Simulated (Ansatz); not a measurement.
# H6InNO3: how energies converge with the basis set

An exercise on one series of results from a longer session: the logs are not shown, and one member is left open.

The runs use Ansatz 0.2.0, Gaussian basis; one geometry, several basis sets.

Levels to be run: PBE0-D4/def2-SVP; ωB97M-V/def2-SVP; PBE0-D4/def2-QZVPP; ωB97M-V/def2-QZVPP; the functionals' def2-TZVPP values are taken from earlier runs.

1 further run of the same task is left out (for a known fault of the program). Runs told in other sessions of the task aren't counted.

**Structure used throughout**

The geometry comes from an earlier relaxation with PBE0-D4 in a triple-zeta def2 set; it is a stationary point, not always the lowest conformer. In takes the def2 core potential; no spin-orbit term is included.

SMILES `[NH3+][In-]([OH])([OH])[OH]`, 11 atoms, charge 0, spin multiplicity 1.

Atoms are counted from 1 here; the program's logs count them from 0.

Bond lengths: N1–In2 2.302 Å, N1–H6 1.014 Å, N1–H7 1.014 Å, N1–H8 1.014 Å, In2–O3 2.001 Å, In2–O4 2.001 Å, In2–O5 2.001 Å, O3–H9 0.959 Å, O4–H10 0.959 Å, O5–H11 0.959 Å. Angles: In2–N1–H6 109.9°, In2–N1–H7 110.0°, In2–N1–H8 110.0°, H6–N1–H7 109.0°, H6–N1–H8 109.0°, H7–N1–H8 109.0°, N1–In2–O3 96.2°, N1–In2–O4 96.1°, N1–In2–O5 96.3°, O3–In2–O4 118.8°, O3–In2–O5 118.8°, O4–In2–O5 118.9°, In2–O3–H9 112.3°, In2–O4–H10 112.3°, In2–O5–H11 112.3°.

Set-up of the first run:

in.yaml

```yaml
crystal:
  periodic: [false, false, false]
  atoms:
    - {symbol: N, position_ang: [-1.411092, 0.564873, 0.533378]}
    - {symbol: In, position_ang: [0.605700, -0.247452, -0.223625]}
    - {symbol: O, position_ang: [1.189698, -1.039073, 1.519295]}
    - {symbol: O, position_ang: [1.353922, 1.524076, -0.778196]}
    - {symbol: O, position_ang: [-0.157039, -1.455490, -1.625067]}
    - {symbol: H, position_ang: [-1.435750, 1.573480, 0.433369]}
    - {symbol: H, position_ang: [-1.535209, 0.327089, 1.511083]}
    - {symbol: H, position_ang: [-2.170728, 0.161434, -0.003315]}
    - {symbol: H, position_ang: [2.003661, -0.647378, 1.842424]}
    - {symbol: H, position_ang: [1.555409, 1.557283, -1.715564]}
    - {symbol: H, position_ang: [0.066827, -2.375941, -1.473282]}
basis:
  gaussian: {orbitals: def2-SVP}
hamiltonian: {xc: pbe0, dispersion: d4}
output: {orbitals: {seedname: orbitals}}
```

Run with:

```sh
$ ansatz run in.yaml --threads 4 --pin off --events-out ev --progress --plain --max-ram 10444MiB
```

Among the steps run: PBE0-D4 in def2-SVP; ωB97M-V in def2-SVP; PBE0-D4 in def2-QZVPP; ωB97M-V in def2-QZVPP.

One table of the session follows, with a row left open; its other results are not shown here.

It belongs to the step «Density functionals: the series». 

```
functional       basis  HOMO (eV)
   PBE0-D4    def2-SVP      -7.33
   PBE0-D4  def2-TZVPP      -7.74
   PBE0-D4  def2-QZVPP      -7.82
   ωB97M-V    def2-SVP      -9.78
   ωB97M-V  def2-TZVPP          ?
   ωB97M-V  def2-QZVPP     -10.31
```

**Question.** Estimate the row for ωB97M-V, def2-TZVPP.

As computed: HOMO (eV): -10.22. In the column «HOMO (eV)» it lies between ωB97M-V, def2-QZVPP (-10.31) and ωB97M-V, def2-SVP (-9.78).
